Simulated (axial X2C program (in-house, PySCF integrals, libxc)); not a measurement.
# A two-component session on LaBr⁺: properties at the nuclei

Aim: properties at the nuclei of LaBr⁺, with spin–orbit coupling in the Hamiltonian from the start.

The runs use an in-house X2C program for linear molecules on PySCF integrals; two-component X2C with atomic mean-field terms, La dyall-cv3z, Br dyall-cv3z.

All values are calculated.

## 1. Set-up

Input file task.json:

```json
{"zs": [57, 35], "q": 1, "bas": ["dyall-cv3z", "dyall-cv3z"], "r0": 2.94, "levels": ["PBE0", "HF", "PBE", "BP86", "BHandHLYP"], "nst": 2}
```

Keys: zs atomic numbers; q charge; bas basis sets; r0 starting distance in Å; levels methods (HF also brings MP2); nst determinants followed.

Run with:

```
> python soeom.py task.json out
```

Nuclei are Gaussian, cores are contracted, and the Gaunt term is on.

## 2. Expectation values, lowest determinant

R = 2.630 Å. State: Ω = 3/2 (excess of +ω over −ω: ω = 3/2).

Output of the PBE0 run:

```text
two-component X2C + atomic mean field  PBE0
basis functions 255  fitting functions 1304  grid points 5805
iter        total energy     max residual
   1     -11093.834380579     9.39e-05
   2     -11093.834380601     5.80e-05
   3     -11093.834380604     8.71e-06
converged
one-electron -15975.03902988  Coulomb 4784.39887256  exact exchange -73.39733462  xc functional -224.61192122  nuclear repulsion 401.41008965  atomic mean-field constant -6.59505710
```

The highest occupied spinor is 100% La d.

```tsv
level	Eeff magnitude (GV/cm)	Ws magnitude La (kHz)	A∥/gI La (MHz)	qzz La (a.u.)	A∥/gI Br (MHz)	qzz Br (a.u.)
PBE0	0.519	0.213	586	-0.23	-1.35	0.36
HF	0.778	0.327	602	-0.23	0.325	0.09
PBE	0.447	0.182	582	-0.32	-0.326	0.32
BP86	0.437	0.174	561	-0.34	-0.923	0.25
BHandHLYP	0.629	0.241	543	-0.25	-1.72	0.25
```

Eeff is the effective electric field on the electron dipole moment in this Ω state and Ws the scalar–pseudoscalar constant (defined with the proton number Z and per Ω); A∥ is the parallel hyperfine constant, which follows by multiplying with the nuclear g factor gI = μI/(I μN); qzz is the electric field gradient, eQq0 = 234.96 MHz × Q/barn × qzz. The operators were transformed with the bare-nucleus X2C matrices.

## 3. Expectation values, a higher determinant

R = 2.630 Å. State: Ω = 5/2 (excess of +ω over −ω: ω = 5/2), 0.15 eV above the lowest in the PBE0 search for states (made at or near this distance, with looser thresholds).

Output of the PBE0 run:

```text
two-component X2C + atomic mean field  PBE0
basis functions 255  fitting functions 1304  grid points 5805
iter        total energy     max residual
   1     -11093.829000686     5.38e-05
   2     -11093.829000686     1.55e-05
   3     -11093.829000689     3.23e-06
converged
one-electron -15974.85640445  Coulomb 4784.21754191  exact exchange -73.39668491  xc functional -224.60848580  nuclear repulsion 401.41008965  atomic mean-field constant -6.59505710
```

The highest occupied spinor is 100% La d.

```tsv
level	Eeff magnitude (GV/cm)	Ws magnitude La (kHz)	A∥/gI La (MHz)	qzz La (a.u.)	A∥/gI Br (MHz)	qzz Br (a.u.)
PBE0	0.41	0.111	-1.31	-0.31	-1.35	0.36
HF	0.434	0.12	-92.2	-0.24	-8.08	0.09
PBE	0.395	0.106	19.8	-0.42	1.73	0.32
BP86	0.385	0.102	32.1	-0.44	2.11	0.26
BHandHLYP	0.403	0.105	-2.49	-0.29	-3.44	0.25
```

## 4. Summary of results

| quantity | value |
| --- | --- |
| lowest determinant | Ω = 3/2 (excess of +ω over −ω: ω = 3/2) |
| Eeff magnitude (GV/cm), PBE0 | 0.519 |
| Ws magnitude La (kHz), PBE0 | 0.213 |
| A∥/gI La (MHz), PBE0 | 586 |
| qzz La (a.u.), PBE0 | -0.23 |
| higher determinant | Ω = 5/2 (excess of +ω over −ω: ω = 5/2) |
| Eeff magnitude (GV/cm), PBE0, higher determinant | 0.41 |
| Ws magnitude La (kHz), PBE0, higher determinant | 0.111 |
| A∥/gI La (MHz), PBE0, higher determinant | -1.31 |
| qzz La (a.u.), PBE0, higher determinant | -0.31 |

What this shows: In the first state, the effective field runs from 0.437 to 0.778 GV/cm over the mean-field levels. The expectation values come from single determinants, which for open shells can mix terms of unlike spin or miss the lowest Ω, so a determinant need not be a state. Eeff is the effective electric field on the electron dipole moment in this Ω state and Ws the scalar–pseudoscalar constant (defined with the proton number Z and per Ω); A∥ is the parallel hyperfine constant, which follows by multiplying with the nuclear g factor gI = μI/(I μN); qzz is the electric field gradient, eQq0 = 234.96 MHz × Q/barn × qzz. The operators were transformed with the bare-nucleus X2C matrices.
